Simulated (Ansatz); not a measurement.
# BH₃O₂Si: up Jacob's ladder to CCSD(T)

One table from this session's results is given with a row withheld; the runs are named, their logs left out.

Method: functionals in def2-TZVPP, the program's frozen cores in correlated methods; program: Ansatz 0.2.0, Gaussian basis.

Plan: LDA (SPW92), PBE-D4, revPBE-D4, BLYP-D4, r2SCAN-D4, B97M-V, PBE0-D4, B3LYP-D4, r2SCANh-D4, r2SCAN0-D4, HSE06-D4, BHLYP-D4, CAM-B3LYP-D4, LC-ωPBE, ωB97X-V, ωB97M-V, B2PLYP, PBE-QIDH; CCSD(T)/def2-SVP; CCSD(T)/def2-TZVPP; MP2/def2-QZVPP; extrapolation to the limit; RPA on PBE.

## Structure used throughout

An earlier PBE0-D4 in a triple-zeta def2 set relaxation fixed the geometry.

7 atoms, charge 0, spin multiplicity 1.

Atoms are counted from 1 here; the program's logs count them from 0.

Bond lengths: O1–Si2 1.634 Å, O1–H5 0.959 Å, Si2–B3 1.884 Å, Si2–O4 1.735 Å, Si2–H6 1.481 Å, B3–O4 1.351 Å, B3–H7 1.190 Å. Angles: Si2–O1–H5 118.1°, O1–Si2–B3 123.1°, O1–Si2–O4 115.1°, O1–Si2–H6 109.6°, B3–Si2–O4 43.6°, B3–Si2–H6 126.9°, O4–Si2–H6 109.4°, Si2–B3–O4 62.3°, Si2–B3–H7 167.1°, O4–B3–H7 130.6°, Si2–O4–B3 74.1°.

Set-up of the first run:

The input, in.yaml:

```yaml
crystal:
  periodic: [false, false, false]
  atoms:
    - {symbol: O, position_ang: [-1.085199, 0.702115, -1.140083]}
    - {symbol: Si, position_ang: [-0.027352, 0.467843, 0.083407]}
    - {symbol: B, position_ang: [1.232462, -0.933245, 0.100657]}
    - {symbol: O, position_ang: [0.040658, -1.153520, 0.696645]}
    - {symbol: H, position_ang: [-1.932614, 1.100717, -0.933828]}
    - {symbol: H, position_ang: [-0.336337, 1.400338, 1.191966]}
    - {symbol: H, position_ang: [2.169482, -1.652247, -0.044463]}
basis:
  gaussian: {orbitals: def2-TZVPP}
hamiltonian: {xc: lda}
output: {orbitals: {seedname: orbitals}}
```

Command:

```
$ ansatz run in.yaml --threads 2 --pin off --events-out ev --progress --plain --max-ram 4352MiB
```

Steps of the session up to this table: LDA; PBE-D4 (GGA); revPBE-D4 (GGA); BLYP-D4 (GGA); r2SCAN-D4 (meta-GGA); B97M-V (meta-GGA); PBE0-D4 (hybrid); B3LYP-D4 (hybrid); r2SCANh-D4 (hybrid); r2SCAN0-D4 (hybrid); HSE06-D4 (hybrid); BHLYP-D4 (hybrid); CAM-B3LYP-D4 (range-separated); LC-ωPBE (range-separated); ωB97X-V (range-separated); ωB97M-V (range-separated); B2PLYP (double hybrid); PBE-QIDH (double hybrid).

One table of the session follows, with a row left open; its other results are not shown here.

It belongs to the step «Frontier levels by functional». 

| functional | HOMO (eV) | gap (eV) |
| --- | --- | --- |
| LDA (SPW92) | -5.92 | 3.63 |
| PBE-D4 | -5.79 | 3.75 |
| revPBE-D4 | -5.74 | 3.80 |
| BLYP-D4 | -5.68 | 3.80 |
| r2SCAN-D4 | -5.99 | 4.25 |
| B97M-V | -6.06 | 4.27 |
| PBE0-D4 | -6.99 | 5.96 |
| B3LYP-D4 | -6.80 | 5.55 |
| r2SCANh-D4 | -6.44 | 5.06 |
| r2SCAN0-D4 | ? | ? |
| HSE06-D4 | -6.58 | 5.17 |
| BHLYP-D4 | -8.10 | 8.11 |
| CAM-B3LYP-D4 | -8.34 | 8.45 |
| LC-ωPBE | -9.64 | 10.96 |
| ωB97X-V | -9.30 | 10.51 |
| ωB97M-V | -9.14 | 10.10 |

**Question.** Estimate the row for r2SCAN0-D4.

Worked estimate for «HOMO (eV)». Against the share of exact exchange, r2SCAN-D4 (0, -5.99), r2SCANh-D4 (0.1, -6.44) give a slope of -4.50 per unit share; at 0.25 the line stands at -7.11.

The run gave: HOMO (eV): -7.12; gap (eV): 6.26. In «HOMO (eV)» the line misses by +0.01.
